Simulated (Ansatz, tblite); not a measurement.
**Sn21H32 off disc (Sn21H31Br): a ladder of methods and basis sets**

One table from this session's results is given with a row withheld; the runs are named, their logs left out.

Computed with Ansatz 0.2.0, Gaussian basis. Level: as each input shows.

Plan: GFN1-xTB, GFN2-xTB, PBE-D4/def2-TZVP, r2SCAN-D4/def2-TZVP, BHLYP-D4/def2-TZVP, PBE-D4/def2-SVP, PBE0-D4/def2-SVP, MP2/def2-SVP, RPA/def2-SVP.

2 further runs of the same task are left out: 1 for a known fault of the program, 1 set aside as unsound or not needed.

**The relaxed structure**

The geometry is that of the singlet, from an earlier relaxation (r2SCAN-D4/def2-SVP).

53 atoms, charge 0, spin multiplicity 1.

Bond lengths: Sn1–Sn12 2.794 Å, Sn1–Sn13 2.798 Å, Sn1–H23 1.722 Å, Sn1–H24 1.720 Å, Sn2–Sn11 2.804 Å, Sn2–Sn15 2.794 Å, Sn2–H25 1.718 Å, Sn2–H26 1.717 Å, Sn3–Sn14 2.801 Å, Sn3–Sn15 2.804 Å, Sn3–Sn16 2.805 Å, Sn3–H27 1.728 Å, Sn4–Sn11 2.813 Å, Sn4–Sn12 2.808 Å, Sn4–Sn14 2.808 Å, Sn4–Sn19 2.815 Å, Sn5–Sn13 2.800 Å, Sn5–Sn19 2.808 Å and more. Angles: Sn12–Sn1–Sn13 111.7°, Sn12–Sn1–H23 110.4°, Sn12–Sn1–H24 108.7°, Sn13–Sn1–H23 110.1°, Sn13–Sn1–H24 108.5°, H23–Sn1–H24 107.3°, Sn11–Sn2–Sn15 109.3°, Sn11–Sn2–H25 106.7°, Sn11–Sn2–H26 111.3°, Sn15–Sn2–H25 110.3°, Sn15–Sn2–H26 111.3°, H25–Sn2–H26 107.8°, Sn14–Sn3–Sn15 109.9°, Sn14–Sn3–Sn16 110.2°, Sn14–Sn3–H27 109.6°, Sn15–Sn3–Sn16 110.8°, Sn15–Sn3–H27 108.1°, Sn16–Sn3–H27 108.1° and more.

Sn takes a core potential in the def2 sets. No spin-orbit coupling is included.

PBE0-D4/def2-TZVP was run before; its log isn't repeated, and its numbers join the tables.

Set-up of the first run:

Tight binding, by tblite at 300 K electronic temperature and without a spin-polarisation term:

```python
tblite.interface.Calculator('GFN1-xTB', numbers, positions, charge=0, uhf=0).singlepoint()
```

Tight binding, by tblite at 300 K electronic temperature and without a spin-polarisation term:

```python
tblite.interface.Calculator('GFN2-xTB', numbers, positions, charge=0, uhf=0).singlepoint()
```

start.molden holds the orbitals of an earlier run on this state, given as this run's starting guess.

The input, in.yaml:

```yaml
crystal:
  periodic: [false, false, false]
  atoms:
    - {symbol: Sn, position_ang: [-5.364418, 2.066741, -0.827229]}
    - {symbol: Sn, position_ang: [-2.272038, -4.771456, 2.361937]}
    - {symbol: Sn, position_ang: [1.110017, -4.476619, -0.849958]}
    - {symbol: Sn, position_ang: [-1.997282, -1.102902, -0.883294]}
    - {symbol: Sn, position_ang: [-2.045788, 2.132971, 2.280689]}
    - {symbol: Sn, position_ang: [1.170042, -1.164321, 2.294829]}
    - {symbol: Sn, position_ang: [1.300786, 2.173122, -0.914738]}
    - {symbol: Sn, position_ang: [-2.065189, 5.350250, -0.934944]}
    - {symbol: Sn, position_ang: [4.445004, -1.188634, -0.850043]}
    - {symbol: Sn, position_ang: [4.776553, 2.321367, 2.253365]}
    - {symbol: Sn, position_ang: [-3.490362, -2.774644, 0.816440]}
    - {symbol: Sn, position_ang: [-3.905428, 0.283466, -2.407953]}
    - {symbol: Sn, position_ang: [-3.686179, 3.730907, 0.669945]}
    - {symbol: Sn, position_ang: [-0.571160, -2.928766, -2.470409]}
    - {symbol: Sn, position_ang: [-0.424295, -6.156509, 0.788248]}
    - {symbol: Sn, position_ang: [2.763586, -2.817386, 0.693708]}
    - {symbol: Sn, position_ang: [-0.274347, 3.875890, -2.496130]}
    - {symbol: Sn, position_ang: [3.006824, 0.583823, -2.475919]}
    - {symbol: Sn, position_ang: [-0.353133, 0.558826, 0.685806]}
    - {symbol: Sn, position_ang: [2.881716, 3.757408, 0.779184]}
    - {symbol: Sn, position_ang: [6.121030, 0.366859, 0.772728]}
    - {symbol: Br, position_ang: [-4.649207, -4.239279, -0.928861]}
    - {symbol: H, position_ang: [-6.418285, 3.013615, -1.805213]}
    - {symbol: H, position_ang: [-6.347436, 1.165114, 0.259176]}
    - {symbol: H, position_ang: [-3.524780, -5.827181, 2.879952]}
    - {symbol: H, position_ang: [-1.528590, -4.111640, 3.761642]}
    - {symbol: H, position_ang: [2.119071, -5.468425, -1.842478]}
    - {symbol: H, position_ang: [-3.002456, 1.075089, 3.250728]}
    - {symbol: H, position_ang: [-1.104799, 3.092116, 3.357919]}
    - {symbol: H, position_ang: [0.081451, -2.115219, 3.235840]}
    - {symbol: H, position_ang: [2.130825, -0.262222, 3.402643]}
    - {symbol: H, position_ang: [-3.036743, 6.357300, -1.938266]}
    - {symbol: H, position_ang: [-1.145250, 6.386075, 0.087023]}
    - {symbol: H, position_ang: [5.435259, -2.195443, -1.846380]}
    - {symbol: H, position_ang: [3.998767, 1.584397, 3.595660]}
    - {symbol: H, position_ang: [5.936348, 3.424812, 2.886485]}
    - {symbol: H, position_ang: [-4.804278, -1.985505, 1.613232]}
    - {symbol: H, position_ang: [-4.946587, -0.856385, -3.162961]}
    - {symbol: H, position_ang: [-3.093808, 1.151228, -3.652567]}
    - {symbol: H, position_ang: [-4.654536, 4.750040, 1.674352]}
    - {symbol: H, position_ang: [-1.679300, -3.937464, -3.307976]}
    - {symbol: H, position_ang: [0.356586, -2.075294, -3.641847]}
    - {symbol: H, position_ang: [-1.282579, -7.271062, -0.199775]}
    - {symbol: H, position_ang: [0.619064, -7.065742, 1.813953]}
    - {symbol: H, position_ang: [3.756148, -3.804889, 1.708124]}
    - {symbol: H, position_ang: [-1.129872, 2.949522, -3.666218]}
    - {symbol: H, position_ang: [0.765038, 4.946967, -3.356006]}
    - {symbol: H, position_ang: [2.111754, -0.238293, -3.692319]}
    - {symbol: H, position_ang: [4.124561, 1.621965, -3.278911]}
    - {symbol: H, position_ang: [1.853404, 4.627395, 1.854744]}
    - {symbol: H, position_ang: [3.702627, 4.925299, -0.186113]}
    - {symbol: H, position_ang: [7.012705, -0.644477, 1.844554]}
    - {symbol: H, position_ang: [7.265860, 1.158693, -0.242797]}
basis:
  gaussian: {orbitals: def2-TZVP, fitting: {mean_field: def2-universal-jkfit}, initial_orbitals: start.molden}
hamiltonian: {xc: pbe, dispersion: d4}
scf: {omitted_lower_state_checks: [starts]}
output: {forces: true, orbitals: {seedname: orbitals}}
```

Launch:

```bash
ansatz run in.yaml --threads 10 --pin off --events-out ev --progress --plain --max-ram 110592MiB --backend cuda --devices 0, --max-vram 75GiB
```

Steps of the session up to this table: PBE-D4/def2-TZVP; r2SCAN-D4/def2-TZVP; BHLYP-D4/def2-TZVP; PBE-D4/def2-SVP; PBE0-D4/def2-SVP; MP2/def2-SVP; RPA/def2-SVP.

One of the session's tables, all rows but one given; the rest of the session is left out.

It belongs to the step «Binding energy». 

| level | binding an atom (eV) |
| --- | --- |
| HF/def2-SVP | 1.625 |
| PBE-D4/def2-SVP | 2.434 |
| PBE-D4/def2-TZVP | 2.446 |
| r2SCAN-D4/def2-TZVP | ? |
| PBE0-D4/def2-SVP | 2.432 |
| PBE0-D4/def2-TZVP | 2.448 |
| BHLYP-D4/def2-TZVP | 2.446 |
| MP2/def2-SVP | 2.251 |

**Question.** Estimate the row for r2SCAN-D4/def2-TZVP.

**Answer.** binding an atom (eV): 2.459. In the column «binding an atom (eV)» it is the highest.

Limits of these values: Free atoms were run apart at each level; binding is atoms less cluster, divided by the number of atoms, without zero-point or spin-orbit terms.
